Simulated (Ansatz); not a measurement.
**InH2F (SMILES [F][InH2]): CCSDT(Q)/STO-3G**

What is the energy change on altering one bond length of InH2F at CCSDT(Q)/STO-3G? 

The calculation is run with Ansatz 0.2.0.

57 further runs of the same task are left out: 3 that didn't finish, 54 set aside as unsound or not needed.

## (1) Starting point

InH2F: 4 atoms, total charge 0, spin state singlet. SMILES: `[F][InH2]`. The coordinates come from a PBE0-D4/def2-TZVP relaxation.

Bond lengths: F1–In2 1.961 Å, In2–H3 1.702 Å, In2–H4 1.702 Å. Angles: F1–In2–H3 110.4°, F1–In2–H4 110.4°, H3–In2–H4 139.2°.

## (2) The energy at CCSDT(Q)/STO-3G

The input, job.yaml:

```yaml
crystal:
  periodic: [false, false, false]
  atoms:
    - {symbol: F, position_ang: [-1.631800, -0.629400, 0.188600]}
    - {symbol: In, position_ang: [0.194400, 0.052300, -0.026300]}
    - {symbol: H, position_ang: [1.304300, -0.965100, 0.767900]}
    - {symbol: H, position_ang: [0.188600, 1.481900, -0.950400]}
basis:
  gaussian:
    orbitals: STO-3G
correlation:
  method: ccsdt_q
  frozen_orbitals: {F: 1, H: 0, In: 18}
accuracy: high
scf:
  omitted_lower_state_checks: [cluster_reference, increment]
```

Run with:

```sh
$ ansatz run job.yaml --threads 1 --pin off --max-ram 2610MiB --events-out events.jsonl --progress --plain --runs-dir runs
```

Output, shortened:

```text
Warning: RAYON_NUM_THREADS=1 ignored (pool sized by the plan → 1); use --threads N
Functional definition: HF
  name "HF"
[...]
622 factors; integrals over basis functions are off by at most 4.0e-9 eV
[...]
mean field -157337.73968223 eV, -5782.0552859715 hartree, gradient 8.3e-9 eV, S^2 0.000000; 0 other end points of the search recorded, 0 dependent functions left out
19 core orbitals not correlated: weight in the atoms' cores, before any rotation towards them, 1.000 or more for the frozen orbitals, at most 0.000 for the correlated occupied ones
reference -157337.73968223 eV, -5782.0552859715 hartree; 11, 11 occupied and 4, 4 virtual orbitals, 622 factors
second order -1.39479941 eV of doubles, -0.00000000 eV of singles
cycle   1  -1.60242265 eV  change   -2.1e-1 eV  update   1.1e-1
[...]
cycle  28  -2.04803728 eV  change  -5.0e-10 eV  update   1.1e-9
perturbative correction -0.02088572 eV, -0.0007675359 hartree
Total energy: -157339.80860523 eV, -5782.1313174894 hartree
Checks for a lower state left out: cluster_reference, increment
```

Wall time 0.78 s (1 thread of Arm Neoverse V2, shared host).

## (3) The distorted shape, same level

The input, run.yaml:

```yaml
crystal:
  periodic: [false, false, false]
  atoms:
    - symbol: F
      position_ang: [-2.088376, -0.799835, 0.242328]
    - symbol: In
      position_ang: [0.194400, 0.052300, -0.026300]
    - symbol: H
      position_ang: [1.304300, -0.965100, 0.767900]
    - symbol: H
      position_ang: [0.188600, 1.481900, -0.950400]
basis:
  gaussian:
    orbitals: STO-3G
magnetization:
  spin_polarized: false
correlation:
  method: ccsdt_q
  frozen_orbitals: {F: 1, H: 0, In: 18}
accuracy: high
scf:
  omitted_lower_state_checks: [cluster_reference, increment]
```

Run with:

```sh
$ ansatz run run.yaml --threads 1 --pin off --max-ram 2610MiB --events-out events.jsonl --progress --plain --runs-dir runs
```

Output, shortened:

```text
Warning: RAYON_NUM_THREADS=1 ignored (pool sized by the plan → 1); use --threads N
[... 2 set-up lines as earlier in the session ...]
[...]
610 factors; integrals over basis functions are off by at most 3.9e-9 eV
[...]
mean field -157335.49961023 eV, -5781.9729648441 hartree, gradient 1.9e-8 eV, S^2 0.000000; 0 other end points of the search recorded, 0 dependent functions left out; unrestricted orbitals would lower it
19 core orbitals not correlated: weight in the atoms' cores, before any rotation towards them, 1.000 or more for the frozen orbitals, at most 0.000 for the correlated occupied ones
reference -157335.49961023 eV, -5781.9729648441 hartree; 11, 11 occupied and 4, 4 virtual orbitals, 610 factors
second order -1.62885930 eV of doubles, -0.00000000 eV of singles
cycle   1  -2.06355213 eV  change   -4.3e-1 eV  update   1.2e-1
[...]
cycle  38  -2.64061358 eV  change   4.8e-10 eV  update   1.2e-9
perturbative correction -0.01665770 eV, -0.0006121591 hartree
Total energy: -157338.15688152 eV, -5782.0706177626 hartree
Checks for a lower state left out: cluster_reference, increment
```

Wall time 0.84 s (1 thread of Arm Neoverse V2, shared host).

## (4) Outcome

Level: CCSDT(Q)/STO-3G, 19 core orbitals frozen.

```
                                                          quantity           value
                                         first shape: total energy  -5782.13132 Eh
         first shape: correlation energy (19 core orbitals frozen)       -76.0 mEh
                                        first shape: T1 diagnostic           0.021
                                     distorted shape: total energy  -5782.07062 Eh
     distorted shape: correlation energy (19 core orbitals frozen)       -97.7 mEh
                                    distorted shape: T1 diagnostic           0.023
energy change with the F1–In2 bond stretched from 1.961 to 2.451 Å        1.652 eV
```

With the F1–In2 bond stretched from 1.961 to 2.451 Å the energy rises by 1.65 eV (159 kJ/mol). The first shape isn't relaxed at this level, so the change isn't measured from a minimum. The minimal basis adds a large error of its own. The T1 diagnostic (first shape) of 0.021 is above the customary mark for such species, so a single reference may not serve. Relativity is left out (first shape) although the molecule holds a heavy atom. The T1 diagnostic (distorted shape) of 0.023 is above the customary mark for such species, so a single reference may not serve. The restricted solution (distorted shape) is unstable to spin breaking: an unrestricted one lies lower. Relativity is left out (distorted shape) although the molecule holds a heavy atom.
